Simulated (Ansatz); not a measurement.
**SiGePH (singlet): from Hartree-Fock to the top rungs, cc-pVDZ**

One table from this session's results is given with a row withheld; the runs are named, their logs left out.

Method: cc-pVDZ, core rule «outside noble gas», up to 24 orbitals frozen; program: Ansatz 0.2.0, Gaussian basis.

To be run: UHF; CCSD(T) on RHF; CCSD(T) on UHF; BCCD(T) on RHF; CISD; CCSDT(Q) on RHF; CCSDT(Q) on UHF; CASSCF and MRCISD+Q, 8 electrons in 8 orbitals; CASSCF and NEVPT2, 8 electrons in 8 orbitals.

25 further runs of the same task are left out: 13 that didn't finish, 12 set aside as unsound or not needed.

## What is computed

The geometry is a PBE0/def2-TZVP stationary point (not a proven minimum) of the parent state, kept for this charge and spin. No spin-orbit coupling is included. The filled d shell of Ge may be among the frozen orbitals whatever the setting's name suggests; the logs give the count.

4 atoms, charge 0, spin multiplicity 1.

Atoms are counted from 1 here; the program's logs count them from 0.

Bond lengths: Ge1–Si2 2.558 Å, Ge1–P3 2.213 Å, Si2–P3 2.167 Å, Si2–H4 1.507 Å. Angles: Si2–Ge1–P3 53.4°, Ge1–Si2–P3 55.1°, Ge1–Si2–H4 110.3°, P3–Si2–H4 121.4°, Ge1–P3–Si2 71.5°.

The first run:

in.yaml

```yaml
crystal:
  periodic: [false, false, false]
  atoms:
    - {symbol: Ge, position_ang: [0.009806, 0.202438, 0.942821]}
    - {symbol: Si, position_ang: [-0.104787, 0.777489, -1.547135]}
    - {symbol: P, position_ang: [0.035461, -1.230007, -0.744318]}
    - {symbol: H, position_ang: [1.123418, 1.544418, -1.964550]}
basis:
  gaussian: {orbitals: cc-pVDZ}
magnetization: {spin_polarized: true, initial_magnetization: 0}
hamiltonian: {xc: hf}
output: {orbitals: {seedname: orbitals}}
```

The run is started by

```
> ansatz run in.yaml --threads 1 --pin off --events-out ev --progress --plain --max-ram 2393MiB
```

Steps of the session up to this table: UHF; CCSD(T) on RHF; CCSD(T) on UHF; BCCD(T) on RHF; CISD; CCSDT(Q) on RHF; CCSDT(Q) on UHF; CASSCF and MRCISD+Q, 8 electrons in 8 orbitals; CASSCF and NEVPT2, 8 electrons in 8 orbitals.

One table of the session follows, with a row left open; its other results are not shown here.

It belongs to the step «Misses and costs». 

```
         method  from RCCSDT(Q) (kcal/mol)
            RHF                    +214.12
            UHF                    +194.34
           RMP2                     +35.79
           UMP2                     +34.80
           CISD                     +42.13
          RCCSD                     +14.93
          UCCSD                          ?
       RCCSD(T)                      +2.55
       UCCSD(T)                      -0.57
        BCCD(T)                      +2.57
         RCCSDT                      +1.67
         UCCSDT                      -3.15
      RCCSDT(Q)                          0
      UCCSDT(Q)                      -5.32
CASSCF frontier                    +164.90
NEVPT2 frontier                     +32.16
```

**Question.** Estimate the row for UCCSD.

The run gave: from RCCSDT(Q) (kcal/mol): +9.80. In the column «from RCCSDT(Q) (kcal/mol)» it lies between BCCD(T) (+2.57) and RCCSD (+14.93).

Not comparable, so not listed: CASSCF and MRCISD+Q, 8 electrons in 8 orbitals (they don't share determinant, frozen orbitals or solution with the rows shown, or repeat one).

Caveats from the session: The determinant is far from a pure spin state, so its energy mixes those of several spin states (harmless only where they are near-degenerate, as at dissociation). The program flags UCCSD(T), UCCSDT(Q) as in doubt, so those rows may rest on another solution; read them beside their warnings. Warnings: restricted reference is unstable; spin contamination; large T1 diagnostic. Restricted and unrestricted rows rest on different reference determinants; where their highest levels disagree by more than a few hundredths of an eV, they describe different states and don't form one ladder. Warnings in the runs' records: passed over end.
